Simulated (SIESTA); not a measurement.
## Zn under changes of volume

One of the cells (14.733 Å³/atom); the others are scaled copies at fixed shape and fractional positions:

```xyz
3
Lattice="2.2832 -1.3172 0.0000 2.2832 1.3172 0.0000 -1.6023 0.0000 7.3488" Properties=species:S:1:pos:R:3 pbc="T T T"
Zn    3.0168    0.0000    2.4582
Zn   -0.0526    0.0000    4.8906
Zn    0.0000    0.0000    0.0000
```

This isn't the form of Zn at room conditions, which is hcp.

```yaml
Program: SIESTA 5.4.2
Functional: PBEsol
Potentials_or_basis: PseudoDojo 0.4 standard (PBEsol files)
Basis: DZP (energy shift 0.003 Ry; two zetas on semicore shells)
Grid_cutoff: 800 Ry
Energy_shift: 0.003 Ry
k_mesh: 12 × 12 × 4
Occupations: fermi-dirac, width 0.05 eV
Spin: no spin polarisation
```

| volume (Å³/atom) | energy over the lowest point (meV/atom) | pressure (GPa) | largest force (eV/Å) |
| --- | --- | --- | --- |
| 13.578 | ? | ? | ? |
| 13.867 | 0.00 | 0.1 | 0.035 |
| 14.156 | 2.07 | -2.2 | 0.060 |
| 14.733 | 15.40 | -5.2 | 0.007 |
| 15.022 | 26.61 | -7.2 | 0.040 |
| 15.311 | 41.15 | -8.7 | 0.045 |

What does the run at 13.578 Å³/atom give?

Energy over the lowest point 2.83 meV/atom; pressure 2.9 GPa; largest force 0.020 eV/Å.

Worked out: A Birch-Murnaghan fit of order 3 (a polynomial in V^(-2/3)) to the other rows has its minimum at 13.80 Å³/atom, just outside them, with B0 = V·E''(V) = 74 GPa (rough, since the energies scatter) at fixed shape and positions, which overstates the stiffness. It gives 0.74 meV/atom at 13.578 Å³/atom, against the run's 2.83, and -dE/dV = 1.2 GPa, against 2.9.

Energies are extrapolated to zero smearing.

Caveats: short orbitals over semicore shells can move pressures by several GPa; the basis of atomic orbitals isn't converged, which shifts pressures, moduli and gaps.
